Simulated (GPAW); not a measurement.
**GeH2ClO (SMILES [O][GeH2][Cl]) at 3 levels**

We compute a comparison of 3 runs (UPBE/real-space grid, UAM05/szp(dzp), UPBE/dzp) of GeH2ClO. The job is set up through an ASE script.

Program for the calculation: GPAW 26.7.0.

3 further runs of the same task are left out: 1 that didn't finish, 2 set aside as unsound or not needed. Runs told in other sessions of the task aren't counted.

### Step 1. The structure to begin with

The species is GeH2ClO (5 atoms), meant as a doublet with charge 0. SMILES: `[O][GeH2][Cl]`. Geometry: relaxed at PBE0-D4/def2-TZVP.

Bond lengths: O1–Ge2 1.781 Å, Ge2–Cl3 2.144 Å, Ge2–H4 1.531 Å, Ge2–H5 1.531 Å. Angles: O1–Ge2–Cl3 110.8°, O1–Ge2–H4 106.5°, O1–Ge2–H5 106.5°, Cl3–Ge2–H4 108.2°, Cl3–Ge2–H5 108.2°, H4–Ge2–H5 116.7°.

### Step 2. Energy and one-electron properties at UPBE/real-space grid (scalar-relativistic datasets) (run 1)

File calc.py:

```python
import numpy as np
from ase import Atoms
from ase.units import Bohr, Debye
from gpaw import GPAW

positions_bohr = np.array(
              [[ -0.514761,  -1.118340,   3.071750],
               [  0.233759,  -0.153446,  -0.065196],
               [ -2.545650,   2.437936,  -1.471908],
               [  0.153068,  -2.539414,  -1.698864],
               [  2.767693,   1.233991,   0.085794]])
molecule = Atoms('OGeClHH', positions=positions_bohr * Bohr)
molecule.center(vacuum=4.5)
molecule.set_initial_magnetic_moments([0.333333, 0.333333, 0.333333, 0.0, 0.0])

calculator = GPAW(mode='fd',
                  xc='PBE',
                  symmetry='off',
                  occupations={'name': 'fermi-dirac', 'width': 0.0, 'fixmagmom': True},
                  maxiter=150,
                  h=0.18,
                  txt='-')
molecule.calc = calculator

energy = molecule.get_potential_energy()
print(f'Energy = {energy:.5f} eV')
forces = molecule.get_forces()
print('Forces (eV/Ang)')
for symbol, f in zip(molecule.symbols, forces):
    print(f'{symbol:2} {f[0]:9.4f} {f[1]:9.4f} {f[2]:9.4f}')
dipole = molecule.get_dipole_moment() / Debye
print(f'Dipole: {np.linalg.norm(dipole):.3f} D')
print('Moments:', molecule.get_magnetic_moments().round(3))
```

Started as:

```bash
python calc.py > calc.log
```

Standard output:

```text
[...]
Number of symmetries: 1
[...]
  Number of IBZ points: 1
[...]
Spin-components: 2 (collinear spins)
Bands:           14
[...]
  Valence electrons: 19.0
[...]
  Grid points: [64 64 64]
  Charge: 0.0  # |e|
[...]
    cutoffs:
[...]
occupation numbers:
  Fixed magnetic moment: 1.000
[...]
xc functional:
  name: PBE with 2 nearest neighbor stencil
[...]
|iter     |     time |      energy | eigst |  dens |  magmom |
[...]
|iter:   1| 00:00:06 |  -20.243169 | +0.76 |       |  +0.9950|
[...]
|iter:  19| 00:01:03 |  -18.691034c| -7.95c| -5.47c|  +1.0000|
Converged in 19 steps
[...]
Energy contributions relative to reference atoms: (reference = -71718.419874)
Energy contributions:
  Kinetic:          33.370106
  Coulomb:         -34.009078
  Zero:              0.666234
  External:          0.000000
  Xc:              -18.718296
  Entropy:           0.000000
  Spinorbit:         0.000000
  ----------------------------
  Free energy:     -18.691034
  Extrapolated:    -18.691034
dipole moment: (0.374378, -0.120408, -0.295002)  # |e|*Ang
Total magnetic moment: (0.000000, 0.000000, 0.999999)
Local magnetic moments
|        x |        y |         z |
|----------|----------|-----------|
| 0.000000 | 0.000000 |  0.504017 |  # O    0
| 0.000000 | 0.000000 | -0.012422 |  # Ge   1
| 0.000000 | 0.000000 | -0.002850 |  # Cl   2
| 0.000000 | 0.000000 |  0.021622 |  # H    3
| 0.000000 | 0.000000 |  0.021591 |  # H    4
Fermi levels: -7.796, -6.491
Eigenvalues  # (at kpt = [0.000, 0.000, 0.000])
| band index |      eig [eV] | occ [0-1] |      eig [eV] | occ [0-1] |
|------------|---------------|-----------|---------------|-----------|
|          0 |       -24.357 |     1.000 |       -22.954 |     1.000 |
|          1 |       -20.688 |     1.000 |       -20.664 |     1.000 |
|          2 |       -14.387 |     1.000 |       -14.223 |     1.000 |
|          3 |       -10.705 |     1.000 |       -10.086 |     1.000 |
|          4 |        -9.988 |     1.000 |        -9.920 |     1.000 |
|          5 |        -9.732 |     1.000 |        -9.307 |     1.000 |
|          6 |        -9.074 |     1.000 |        -7.938 |     1.000 |
|          7 |        -8.071 |     1.000 |        -7.854 |     1.000 |
|          8 |        -7.826 |     1.000 |        -7.353 |     1.000 |
|          9 |        -7.796 |     1.000 |        -6.491 |     0.000 |
|         10 |        -1.649 |     0.000 |        -1.558 |     0.000 |
|         11 |        -1.012 |     0.000 |        -0.908 |     0.000 |
[...]
Gap: 0.030 eV
Transition (v -> c):
[...]
Forces (eV/Ang)
O    -0.0157   -0.1617    0.3409
Ge   -0.0236   -0.0111    0.0630
Cl   -0.2750    0.2959   -0.2244
H     0.0144   -0.2652   -0.1936
H     0.3089    0.1385   -0.0034
Dipole: 2.361 D
Moments: [ 0.504 -0.012 -0.003  0.022  0.022]
```

It took 63 s on 1 thread of Intel Xeon at 2.60GHz (Ice Lake), shared host; peak memory 0.9 GiB.

### Step 3. The charge distribution at UAM05/szp(dzp) (scalar-relativistic datasets) (run 2)

File gs.sdf:

```

     RDKit          3D

  5  4  0  0  0  0  0  0  0  0999 V2000
   -0.2724   -0.5918    1.6255 O   0  0  0  0  0  1  0  0  0  0  0  0
    0.1237   -0.0812   -0.0345 Ge  0  0  0  0  0  4  0  0  0  0  0  0
   -1.3471    1.2901   -0.7789 Cl  0  0  0  0  0  0  0  0  0  0  0  0
    0.0810   -1.3438   -0.8990 H   0  0  0  0  0  0  0  0  0  0  0  0
    1.4646    0.6530    0.0454 H   0  0  0  0  0  0  0  0  0  0  0  0
  2  1  1  0
  3  2  1  0
  4  2  1  0
  5  2  1  0
M  RAD  1   1   2
M  END
$$$$
```

File gs_sp.py:

```python
import numpy as np
from ase.io import read
from ase.units import Debye
from gpaw import GPAW, setup_paths
from gpaw.atom.configurations import parameters
from gpaw.atom.generator import Generator

# Set up the molecule
system = read("gs.sdf")
system.center(vacuum=4.5)
system.set_initial_magnetic_moments([0.333333, 0.333333, 0.333333, 0.0, 0.0])

# No datasets are shipped for this functional: make them
for symbol in ["Cl", "Ge", "H", "O"]:
    Generator(symbol, xcname="AM05", scalarrel=True, nofiles=True, txt=None).run(**parameters[symbol])
setup_paths.insert(0, ".")

# DFT calculator
dft = GPAW(mode="lcao",
           basis="szp(dzp)",
           h=0.16,
           xc="AM05",
           occupations={"name": "fermi-dirac", "width": 0.0, "fixmagmom": True},
           maxiter=100,
           symmetry="off",
           txt="-")
system.calc = dft

energy = system.get_potential_energy()
print(f"Energy: {energy:.5f} eV")
forces = system.get_forces()
print("Forces (eV/Ang)")
for symbol, f in zip(system.symbols, forces):
    print(f'{symbol:2} {f[0]:9.4f} {f[1]:9.4f} {f[2]:9.4f}')
dipole = system.get_dipole_moment() / Debye
print(f"Dipole: {np.linalg.norm(dipole):.3f} D")

# Other functionals on this density
nsc = {}
for xc in ["GGA_X_OPTX+GGA_C_LYP", "GGA_X_B88+GGA_C_PW91", "GGA_XC_B97_D", "WC"]:
    nsc[xc] = energy + dft.get_xc_difference(xc)
    print(f'{xc:32} {nsc[xc]:12.4f} eV')
```

Started as:

```bash
OMP_NUM_THREADS=1 python gs_sp.py
```

Standard output, shortened:

```text
[...]
Number of symmetries: 1
[...]
  Number of IBZ points: 1
[...]
basis functions: 35
Spin-components: 2 (collinear spins)
Bands:           14
[...]
  Valence electrons: 19.0
[...]
  Grid points: [72 72 72]
  Charge: 0.0  # |e|
[...]
    cutoffs:
[...]
occupation numbers:
  Fixed magnetic moment: 1.000
[...]
xc functional:
  name: AM05 with 2 nearest neighbor stencil
[...]
|iter     |     time |      energy | eigst |  dens |  magmom |
[...]
|iter:   1| 00:00:14 |  -16.867130 |      c|       |  +0.9990|
[...]
|iter:  14| 00:01:02 |  -15.189251c|      c| -4.21c|  +1.0000|
Converged in 14 steps
[...]
Energy contributions relative to reference atoms: (reference = -71599.609488)
Energy contributions:
  Kinetic:          40.682076
  Coulomb:         -37.329994
  Zero:              0.247687
  External:          0.000000
  Xc:              -18.789020
  Entropy:           0.000000
  Spinorbit:         0.000000
  ----------------------------
  Free energy:     -15.189251
  Extrapolated:    -15.189251
dipole moment: (0.172070, -0.053985, -0.137888)  # |e|*Ang
Total magnetic moment: (0.000000, 0.000000, 0.999999)
Local magnetic moments
|        x |        y |         z |
|----------|----------|-----------|
| 0.000000 | 0.000000 |  0.511667 |  # O    0
| 0.000000 | 0.000000 | -0.009965 |  # Ge   1
| 0.000000 | 0.000000 | -0.007780 |  # Cl   2
| 0.000000 | 0.000000 |  0.018175 |  # H    3
| 0.000000 | 0.000000 |  0.018270 |  # H    4
Fermi levels: -7.296, -6.336
Eigenvalues  # (at kpt = [0.000, 0.000, 0.000])
| band index |      eig [eV] | occ [0-1] |      eig [eV] | occ [0-1] |
[...]
Gap: 0.015 eV
Transition (v -> c):
[...]
Forces (eV/Ang)
O    -0.0515   -0.3558    0.8227
Ge   -0.9642    0.4127    0.5244
Cl   -0.4789    0.5575   -0.4362
H     0.0782   -1.2513   -0.9184
H     1.4065    0.6542   -0.0072
Dipole: 1.090 D
GGA_X_OPTX+GGA_C_LYP                -164.6670 eV
GGA_X_B88+GGA_C_PW91                -154.9522 eV
GGA_XC_B97_D                        -176.1265 eV
WC                                  -109.5712 eV
```

It took 74 s on 1 thread of Intel Xeon at 2.60GHz (Ice Lake), shared host; peak memory 1.3 GiB.

### Step 4. The charge distribution at UPBE/dzp (scalar-relativistic datasets) (run 3)

File molecule.py:

```python
import numpy as np
from ase.io.zmatrix import parse_zmatrix
from ase.units import Debye
from gpaw import GPAW

# Atomic positions
molecule = parse_zmatrix("""
O
Ge 1 1.78135
Cl 2 2.144259 1 110.75046
H 2 1.530798 1 106.47798 3 -117.40806
H 2 1.530832 4 116.71093 1 118.6805
""")
molecule.center(vacuum=4.5)
molecule.set_initial_magnetic_moments([0.333333, 0.333333, 0.333333, 0.0, 0.0])

# Calculator
gpaw_calc = GPAW(mode="lcao",
                 basis="dzp",
                 h=0.18,
                 xc="PBE",
                 occupations={"name": "fermi-dirac", "width": 0.0, "fixmagmom": True},
                 maxiter=150,
                 symmetry="off",
                 txt="-")
molecule.calc = gpaw_calc

energy = molecule.get_potential_energy()
print(f"Energy                  {energy:.5f} eV")
forces = molecule.get_forces()
print("Forces (eV/Ang)")
for symbol, f in zip(molecule.symbols, forces):
    print(f'{symbol:2} {f[0]:9.4f} {f[1]:9.4f} {f[2]:9.4f}')
dipole = molecule.get_dipole_moment() / Debye
print(f"Dipole: {np.linalg.norm(dipole):.3f} D")
print("Moments:", molecule.get_magnetic_moments().round(3))
```

Started as:

```bash
python3 molecule.py
```

Standard output, shortened:

```text
[...]
Number of symmetries: 1
[...]
  Number of IBZ points: 1
[...]
basis functions: 49
Spin-components: 2 (collinear spins)
Bands:           14
[...]
  Valence electrons: 19.0
[...]
  Grid points: [64 64 64]
  Charge: 0.0  # |e|
[...]
    cutoffs:
[...]
occupation numbers:
  Fixed magnetic moment: 1.000
[...]
xc functional:
  name: PBE with 2 nearest neighbor stencil
[...]
|iter     |     time |      energy | eigst |  dens |  magmom |
[...]
|iter:   1| 00:00:08 |  -18.183006 |      c|       |  +0.9990|
[...]
|iter:  14| 00:00:28 |  -16.858367c|      c| -4.08c|  +1.0000|
Converged in 14 steps
[...]
Energy contributions relative to reference atoms: (reference = -71718.419874)
Energy contributions:
  Kinetic:          43.147224
  Coulomb:         -40.220902
  Zero:              0.347443
  External:          0.000000
  Xc:              -20.132131
  Entropy:           0.000000
  Spinorbit:         0.000000
  ----------------------------
  Free energy:     -16.858367
  Extrapolated:    -16.858367
dipole moment: (0.309998, -0.355664, -0.000015)  # |e|*Ang
Total magnetic moment: (0.000000, 0.000000, 0.999982)
Local magnetic moments
|        x |        y |         z |
|----------|----------|-----------|
| 0.000000 | 0.000000 |  0.511841 |  # O    0
| 0.000000 | 0.000000 | -0.010719 |  # Ge   1
| 0.000000 | 0.000000 | -0.004329 |  # Cl   2
| 0.000000 | 0.000000 |  0.020813 |  # H    3
| 0.000000 | 0.000000 |  0.020819 |  # H    4
Fermi levels: -7.314, -6.072
Eigenvalues  # (at kpt = [0.000, 0.000, 0.000])
| band index |      eig [eV] | occ [0-1] |      eig [eV] | occ [0-1] |
[...]
Gap: 0.007 eV
Transition (v -> c):
[...]
Forces (eV/Ang)
O    -0.8892   -0.0703    0.0001
Ge    0.1916    0.0466    0.0007
Cl    0.3237    0.6563   -0.0001
H     0.1891   -0.2864   -0.4315
H     0.1889   -0.2863    0.4311
Dipole: 2.266 D
Moments: [ 0.512 -0.011 -0.004  0.021  0.021]
```

It took 29 s on 1 thread of Intel Xeon at 2.60GHz (Ice Lake), shared host; peak memory 0.94 GiB.

### Step 5. The series

```tsv
run	level	mode	grid spacing	energy (Eh)	dipole moment (D)	HOMO energy (eV)	LUMO energy (eV)	wall time
1	UPBE/real-space grid (scalar-relativistic datasets)	fd	0.18	-2636.290201	2.36	-7.35	-6.49	63 s
2	UAM05/szp(dzp) (scalar-relativistic datasets)	lcao	0.16	-2631.795311	1.09	-6.72	-6.34	74 s
3	UPBE/dzp (scalar-relativistic datasets)	lcao	0.18	-2636.222851	2.27	-6.85	-6.07	29 s
```

### Step 6. What came out

```
                                                     quantity        value
run 3: energy as printed (from the program's reference atoms)  -16.8584 eV
                                         run 3: dipole moment       2.27 D
                    run 3: HOMO energy (highest over α and β)     -6.85 eV
                     run 3: LUMO energy (lowest over α and β)     -6.07 eV
                              run 3: largest force on an atom   0.892 eV/Å
```

The dipole moment (its size) runs from 1.09 D (UAM05/szp(dzp)) to 2.36 D (UPBE/real-space grid). The two ends differ in method and basis. Totals of different functionals can't be ranked against each other. All runs together took 2.8 min, the longest 74 s.
